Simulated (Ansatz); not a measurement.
**CH5BClN (SMILES CNBCl) at wB97M-V/def2-SVP**

What is the vertical ionisation energy of CH5BClN at wB97M-V/def2-SVP? 

Program for the calculation: Ansatz 0.2.0.

128 further runs of the same task are left out: 128 set aside as unsound or not needed.

## Step 1: The molecule

CH5BClN: 9 atoms, total charge 0, spin state singlet. As SMILES, `CNBCl`. The coordinates come from a PBE0-D4/def2-TZVP relaxation. This is one conformer, not always the lowest.

Bond lengths: C1–N2 1.445 Å, N2–B3 1.381 Å, B3–Cl4 1.771 Å, C1–H5 1.094 Å, C1–H6 1.094 Å, C1–H7 1.090 Å, N2–H8 1.009 Å, B3–H9 1.192 Å. Some angles: C1–N2–B3 126.0°, N2–B3–Cl4 119.6°, C1–N2–H8 115.0°, B3–N2–H8 119.0°, N2–C1–H5 111.4°, N2–C1–H6 111.4°, N2–C1–H7 109.2°, N2–B3–H9 121.5°, Cl4–B3–H9 118.9°, H5–C1–H6 108.3°.

## Step 2: A single-point energy at wB97M-V/def2-SVP

The input, run.yaml:

```yaml
crystal:
  periodic: [false, false, false]
  atoms:
    - {symbol: C, position_ang: [0.510100, 0.482100, -0.973400]}
    - {symbol: "N", position_ang: [-0.407900, -0.226000, -0.111700]}
    - {symbol: B, position_ang: [-0.261100, -0.415200, 1.248200]}
    - {symbol: Cl, position_ang: [-1.495300, -1.314500, 2.144800]}
    - {symbol: H, position_ang: [0.907000, -0.170400, -1.756500]}
    - {symbol: H, position_ang: [0.027900, 1.338900, -1.452800]}
    - {symbol: H, position_ang: [1.346700, 0.849900, -0.380000]}
    - {symbol: H, position_ang: [-1.220500, -0.605500, -0.573900]}
    - {symbol: H, position_ang: [0.681600, 0.014200, 1.838200]}
basis:
  gaussian:
    orbitals: def2-SVP
output:
  orbitals: {seedname: orbitals}
hamiltonian:
  xc: {name: wB97M-V}
accuracy: high
```

On the command line:

```
$ ansatz run run.yaml --threads 1 --pin off --max-ram 3480MiB --events-out events.jsonl --progress --plain --runs-dir runs
```

What it wrote:

```text
Warning: RAYON_NUM_THREADS=1 ignored (pool sized by the plan → 1); use --threads N
Functional definition: wB97M-V
  name "wB97M-V"
  parameter omega = 0.3/bohr
  parameter cx = 0.15
  parameter cx01 = 1.007
  parameter cx10 = 0.259
  parameter css00 = 0.443
  parameter css04 = -1.437
  parameter css10 = -4.535
  parameter css20 = -3.390
  parameter css43 = 4.278
  parameter cos00 = 1.000
  parameter cos10 = 1.358
  parameter cos20 = 2.924
  parameter cos21 = -8.812
  parameter cos60 = -1.390
  parameter cos61 = 9.142
  parameter b = 6.0
  parameter c = 0.01
  gx(w, u) = 1 - cx + cx01*u + cx10*w
  gss(w, u) = css00 + css04*u^4 + css10*w + css20*w^2 + css43*w^4*u^3
  gos(w, u) = cos00 + cos10*w + (cos20 + cos21*u)*w^2 + (cos60 + cos61*u)*w^6
  exchange = spin_sum(e_x_unif_sr(omega)*gx(b97_w, b97_u_x)) + cx*exact_x_sr(omega) + exact_x_lr(omega)
  correlation = spin_sum(e_c_pw_mod_same_spin*gss(b97_w, b97_u_same))
      + integral(e_c_pw_mod_opposite_spin*gos(b97_w_opposite, b97_u_opposite)) + vv10(b, c)
2017 factors; integrals over basis functions are off by at most 8.2e-9 eV
352 factors; integrals over basis functions are off by at most 2.2e-9 eV
mean field evaluation 1: about -15798.1369 eV, gradient 3.6e1 eV
mean field evaluation 2: about -15798.6816 eV, gradient 3.4e1 eV
mean field evaluation 4: about -15800.9352 eV, gradient 1.1e0 eV
mean field evaluation 8: about -15801.0692 eV, gradient 5.9e-2 eV
mean field evaluation 16: about -15801.0692 eV, gradient 6.1e-6 eV
mean field -15801.06920857 eV, -580.6785830656 hartree, gradient 4.7e-8 eV, S^2 0.000000; 0 other end points of the search recorded, 0 dependent functions left out
reference -15801.06921258 eV, -580.6785832129 hartree; 20, 20 occupied and 65, 65 virtual orbitals, 2017 factors
Total energy: -15801.06921258 eV, -580.6785832129 hartree
```

Run time: 56 s. Hardware: 1 thread of Arm Neoverse V2, shared host; peak memory 0.53 GiB.

## Step 3: The doublet cation at the same level

The input, input.yaml:

```yaml
basis:
  gaussian: {orbitals: def2-SVP}
crystal:
  periodic: [false, false, false]
  atoms:
    - {symbol: C, position_ang: [0.510100, 0.482100, -0.973400]}
    - {symbol: N, position_ang: [-0.407900, -0.226000, -0.111700]}
    - {symbol: B, position_ang: [-0.261100, -0.415200, 1.248200]}
    - {symbol: Cl, position_ang: [-1.495300, -1.314500, 2.144800]}
    - {symbol: H, position_ang: [0.907000, -0.170400, -1.756500]}
    - {symbol: H, position_ang: [0.027900, 1.338900, -1.452800]}
    - {symbol: H, position_ang: [1.346700, 0.849900, -0.380000]}
    - {symbol: H, position_ang: [-1.220500, -0.605500, -0.573900]}
    - {symbol: H, position_ang: [0.681600, 0.014200, 1.838200]}
total_charge: 1
magnetization: {spin_polarized: true, initial_magnetization: 1}
hamiltonian: {xc: {name: wB97M-V}}
accuracy: high
output: {orbitals: {seedname: orbitals}}
```

On the command line:

```
$ ansatz run input.yaml --threads 1 --pin off --max-ram 3480MiB --events-out events.jsonl --progress --plain --runs-dir runs
```

What it wrote, cut to the lines that bear on the results:

```text
Warning: RAYON_NUM_THREADS=1 ignored (pool sized by the plan → 1); use --threads N
[... 2 set-up lines as earlier in the session ...]
[...]
  gx(w, u) = 1 - cx + cx01*u + cx10*w
  gss(w, u) = css00 + css04*u^4 + css10*w + css20*w^2 + css43*w^4*u^3
  gos(w, u) = cos00 + cos10*w + (cos20 + cos21*u)*w^2 + (cos60 + cos61*u)*w^6
[...]
      + integral(e_c_pw_mod_opposite_spin*gos(b97_w_opposite, b97_u_opposite)) + vv10(b, c)
2017 factors; integrals over basis functions are off by at most 8.2e-9 eV
352 factors; integrals over basis functions are off by at most 2.2e-9 eV
[...]
mean field -15791.00771236 eV, -580.3088298999 hartree, gradient 5.5e-8 eV, S^2 0.761626; 2 other end points of the search recorded, 0 dependent functions left out
reference -15791.00771624 eV, -580.3088300425 hartree; 20, 19 occupied and 65, 66 virtual orbitals, 2017 factors
Total energy: -15791.00771624 eV, -580.3088300425 hartree
```

Wall time 74 s (1 thread of Arm Neoverse V2, shared host); peak memory 0.95 GiB.

## Step 4: Results

At wB97M-V/def2-SVP:

```
                                          quantity          value
                     singlet CH5BClN: total energy  -580.67858 Eh
                      singlet CH5BClN: HOMO energy       -9.93 eV
                      singlet CH5BClN: LUMO energy        2.69 eV
                    singlet CH5BClN: HOMO–LUMO gap       12.62 eV
                      doublet cation: total energy  -580.30883 Eh
doublet cation: HOMO energy (highest over α and β)      -16.69 eV
 doublet cation: LUMO energy (lowest over α and β)      -10.16 eV
                              doublet cation: ⟨S²⟩          0.762
vertical ionisation energy (to the doublet cation)      10.061 eV
```

The vertical ionisation energy comes to 10.06 eV (232 kcal/mol). The negative HOMO energy of the first species, 9.93 eV, lies 0.14 eV below that difference.
